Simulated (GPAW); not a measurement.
The system is RuS.

```
Ru S
1.0
     3.36897    0.00000    0.00000
    -1.68448    2.91761    0.00000
     0.00000    0.00000    3.28795
Ru S
1 1
Direct
  0.00000 0.00000 0.00000
  0.66667 0.33333 0.50000
```

The cell comes from a database or a generator and needn't be the stable form of this composition.

| Property | Result |
| --- | --- |
| Program | GPAW 26.7.0 |
| Task | relaxation of cell and atoms |
| Functional | PBE |
| Potentials or basis | GPAW PAW data sets (gpaw-data 1.2.1) |
| Cutoff | 600 eV |
| Basis | pw |
| k mesh | 9 × 9 × 8 |
| Occupations | fermi-dirac, width 0.05 eV |
| Spin | no spin polarisation |

At the start: pressure -14.4 GPa; volume 16.16 Å³/atom.

How do energy, volume and symmetry change on relaxing?

Over 5 steps the energy falls by 81.2 meV/atom and the volume is 14.54 Å³/atom (-10.0 %); space group P-6m2 (No. 187, to 0.05 Å).

Step by step:
```
step  energy change (eV)  largest force (eV/Å)  pressure (GPa)  volume (Å³)
   1              0.0000                0.0000          -14.35        32.32
   2             -0.0792                0.0000          -10.97        31.33
   3             -0.1587                0.0000            2.62        28.67
   4             -0.1623                0.0000           -0.31        29.13
   5             -0.1623                0.0000           -0.01        29.08
```

Final structure:
```
Ru S
1.0
     3.26134    0.00000    0.00000
    -1.63067    2.82441    0.00000
     0.00000    0.00000    3.15745
Ru S
1 1
Direct
  0.00000 0.00000 0.00000
  0.66667 0.33333 0.50000
```

Caveat: later steps reuse the first step's grids.
